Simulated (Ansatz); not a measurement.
# ClZr: the cost of one run

Method: def2-QZVPP, core rule «outside noble gas», up to 9 orbitals frozen; program: Ansatz 0.2.0, Gaussian basis.

The runs, in order: UHF; ROHF; CCSD(T) on UHF.

2 further runs of the same task are left out: 2 set aside as unsound or not needed.

## 1. The geometry

The geometry is a PBE0/def2-TZVP stationary point (not a proven minimum) of the parent state, kept for this charge and spin. No spin-orbit coupling is included. Elements past krypton take def2 core potentials.

2 atoms, charge 1, spin multiplicity 3.

Atoms are counted from 1 here; the program's logs count them from 0.

Bond lengths: Zr1–Cl2 2.251 Å.

## 2. UHF

Input file in.yaml:

```yaml
crystal:
  periodic: [false, false, false]
  atoms:
    - {symbol: Zr, position_ang: [0.000000, 0.000000, 0.000000]}
    - {symbol: Cl, position_ang: [0.000000, 0.000000, 2.251400]}
basis:
  gaussian: {orbitals: "def2-QZVPP.json"}
total_charge: 1
magnetization: {spin_polarized: true, initial_magnetization: 2}
hamiltonian: {xc: hf}
output: {orbitals: {seedname: orbitals}}
```

Launch:

```console
> ansatz run in.yaml --threads 1 --pin off --events-out ev --progress --plain --max-ram 4096MiB --backend cpu
```

Q: Estimate wall time and peak memory on 1 thread of AMD EPYC 7R13, shared host.

About 22 s, with a peak of 0.4 GiB.
